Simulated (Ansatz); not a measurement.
# Cs3InO2: the cost of one run

Computed with Ansatz 0.2.0 (DFT PBE, scalar-relativistic, plane waves, PAW, unless a step names another level, unless a step's input says otherwise).

7 further runs of the same task are left out: 5 that didn't finish, 2 set aside as unsound or not needed.

### Step 1. The starting structure

It takes space group Amm2 (No. 38, orthorhombic). Conventional cell: a = 3.748 Å, b = 10.658 Å, c = 11.061 Å, α = 90.00°, β = 90.00°, γ = 90.00°. Cs (site symmetry mm2) has 3 O at 2.69 to 3.08 Å as nearest neighbours. Around Cs (site symmetry m) lie 2 O at 2.76 Å. Around In (site symmetry mm2) lie 2 O at 2.26 Å. Around O (site symmetry mm2) lie 2 In at 2.26 Å and 2 Cs at 3.08 Å. Around O (site symmetry mm2) lie 5 Cs at 2.69 to 2.76 Å.

Coordinates:

```
Cs In O
1.0
     3.74782    0.00000    0.00000
     0.00000    5.32900    5.53031
     0.00000   -5.32900    5.53031
Cs In O
3 1 2
Cartesian
  1.8739 0.0000 8.9358
  0.0000 -1.7809 5.2785
  0.0000 1.7809 5.2785
  1.8739 0.0000 1.5852
  0.0000 0.0000 0.3231
  1.8739 0.0000 6.2505
```

It came out lowest among 28 distinct ends of the trial cells. At a tolerance of 0.02 Å it has space group Amm2 (No. 38).

### Step 2. Relaxing to 0.001 eV/Å, on the response runs' mesh and smearing

Contents of input.yaml:

```yaml
crystal:
  lattice:
    - [3.7478227334, 0.0, 0.0]
    - [0.0, 5.3289960268, 5.53030742]
    - [0.0, -5.3289960268, 5.53030742]
  atoms:
    - { symbol: Cs, position: [0.5, 0.8078896313, 0.8078896313] }
    - { symbol: Cs, position: [0.0, 0.3101405502, 0.6443232202] }
    - { symbol: Cs, position: [0.0, 0.6443232202, 0.3101405502] }
    - { symbol: In, position: [0.5, 0.1433160066, 0.1433160066] }
    - { symbol: O, position: [0.0, 0.0292143599, 0.0292143599] }
    - { symbol: O, position: [0.5, 0.5651162118, 0.5651162118] }
basis:
  ecutwfc: 420
kpoints:
  mp_grid: { grid: [8, 4, 4] }
hamiltonian:
  xc: pbe
scf:
  occupations: { method: fixed }
output:
  forces: true
  stress: true
  eigenvalues: true
relax:
  adjacent_minimum: "off"
  f_tol: 0.001
  max_steps: 60
  cell: { stress_tol: 0.01 }
```

Launch:

```
$ ansatz run input.yaml --threads 3 --pin off --max-ram 7680MiB --backend cpu --events-out ev --progress --plain --runs-dir out
```

**Question.** How long does this run take on 3 threads of AMD EPYC 7R43 (Zen 3), shared host, and how much memory does it need?

About 77 s, with a peak of 0.67 GiB.
